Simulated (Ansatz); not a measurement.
# AlN (P6_3mc): an equation of state far from equilibrium

One table from this session's results is given with a row withheld; the runs are named, their logs left out.

The COD entry's cell or inner coordinates are ideal or old and differ from later refinements, so a difference from it is no clean test against experiment.

Program: Ansatz 0.2.0. Level of theory: DFT PBE, scalar-relativistic, plane waves, PAW. These are calculated values, not measurements.

**The system as given**

The structure is hexagonal, space group P6_3mc (No. 186). The conventional cell has a = 3.130 Å, b = 3.130 Å, c = 5.018 Å, α = 90.00°, β = 90.00°, γ = 120.00°. Around Al (site symmetry 3m) lie 4 N at 1.90 to 1.91 Å. N (site symmetry 3m) is surrounded by 4 Al at 1.90 to 1.91 Å.

As a file:

```cif
data_structure
_symmetry_space_group_name_H-M 'P 1'
_symmetry_Int_Tables_number 1
_cell_length_a 3.1302
_cell_length_b 3.1302
_cell_length_c 5.0180
_cell_angle_alpha 90.000
_cell_angle_beta 90.000
_cell_angle_gamma 120.000
_cell_volume 42.58
loop_
_atom_site_label
_atom_site_type_symbol
_atom_site_fract_x
_atom_site_fract_y
_atom_site_fract_z
_atom_site_occupancy
Al1 Al 0.33333 0.66667 0.99923 1
Al2 Al 0.66667 0.33333 0.49923 1
N1 N 0.33333 0.66667 0.38077 1
N2 N 0.66667 0.33333 0.88077 1
```

This cell comes from an earlier session at PBE: 10.645 Å³/atom at 0.00 GPa, on a 10×10×6 mesh.

The first run:

The input, input.yaml:

```yaml
crystal:
  lattice:
    - [3.0879176776, 0.0, 0.0]
    - [-1.5439588388, 2.6742151536, 0.0]
    - [0.0, 0.0, 4.9502075237]
  atoms:
    - { symbol: Al, position: [0.3333333333, 0.6666666667, -0.0007699053] }
    - { symbol: Al, position: [0.6666666667, 0.3333333333, 0.4992300947] }
    - { symbol: "N", position: [0.3333333333, 0.6666666667, 0.3807699053] }
    - { symbol: "N", position: [0.6666666667, 0.3333333333, 0.8807699053] }
basis:
  ecutwfc: 420
  ecutrho_ratio: 4
kpoints:
  mp_grid: { grid: [10, 10, 6] }
hamiltonian:
  xc: pbe
scf:
  occupations: { method: gaussian, width: 0.05 }
output:
  forces: true
  stress: true
  eigenvalues: true
relax:
  f_tol: 0.01
  max_steps: 40
  cell: { stress_tol: 0.1, fix: [volume] }
```

Command:

```bash
> ansatz run input.yaml --threads 1 --pin off --max-ram 2560MiB --backend cpu --events-out ev --progress --plain --runs-dir out
```

Steps of the session up to this table: Volume × 0.96; Volume × 1.04; Volume × 0.92; Volume × 0.88; Volume × 0.84; Volume × 0.8.

One of the session's tables, all rows but one given; the rest of the session is left out.

```
volume (Å³/atom)  energy above the lowest (meV/atom)  pressure (GPa)  gap on the mesh (eV)
           8.516                               363.6            64.5                  5.14
           8.942                               216.3            46.6                  5.20
           9.368                               113.2            31.4                  5.10
           9.794                                   ?               ?                     ?
          10.219                                11.0             8.5                  4.38
          10.645                                 0.0             0.0                  4.03
          11.071                                 9.6            -7.0                  3.71
```

Estimate the missing values for volume (Å³/atom) = 9.794.

Worked estimate for «energy above the lowest (meV/atom)». A straight line through the neighbours (9.368, 113.2) and (10.219, 11.0) gives 113.2 + (11.0 − 113.2) × (9.794 − 9.368) / (10.219 − 9.368) = 62.0; a parabola fitted to 4 rows on both sides gives 46.7.

The run gave: energy above the lowest (meV/atom): 46.9; pressure (GPa): 18.9; gap on the mesh (eV): 4.73. In «energy above the lowest (meV/atom)» the line misses by +15.1 and the parabola by -0.2.

Caveats from the session: Other structures may be lower in enthalpy at these pressures.
